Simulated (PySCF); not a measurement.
CBOBrH4, in a box:

```
CELL_PARAMETERS angstrom
11.00000 0.00000 0.00000
0.00000 13.00000 0.00000
0.00000 0.00000 12.00000
ATOMIC_POSITIONS crystal
C 0.50790 0.60432 0.52968
B 0.52754 0.48602 0.52555
O 0.58515 0.43495 0.60742
Br 0.46758 0.40704 0.39824
H 0.54570 0.63805 0.60539
H 0.54985 0.64117 0.45733
H 0.41100 0.62269 0.52519
H 0.59137 0.36206 0.59480
```

Base run:

```yaml
Program: PySCF 2.14.0
Functional: B3PW91
Dispersion: D4
Potentials_or_basis: 6-31g* (all-electron)
k_mesh: 1 × 1 × 1
Occupations: fixed
Spin: no spin polarisation
```

Its results: gap between the frontier levels 7.99 eV.

The run is repeated on the same cell with these changes: functional from B3PW91 to AM05. What comes out?

Gap between the frontier levels 6.06 eV.

B3PW91 gives the wider gap, since exact exchange removes part of the self-interaction.

Caveats: this is a molecule in a periodic box at the Γ point, so its band gap is the HOMO-LUMO gap; relativity is left out, which matters for the heavier elements; the basis of atomic orbitals isn't converged, which shifts pressures, moduli and gaps; the D4 parameters stored for this functional may belong to another (some runs).

A k mesh can miss the band edges.

Not every run made on this cell is shown here.
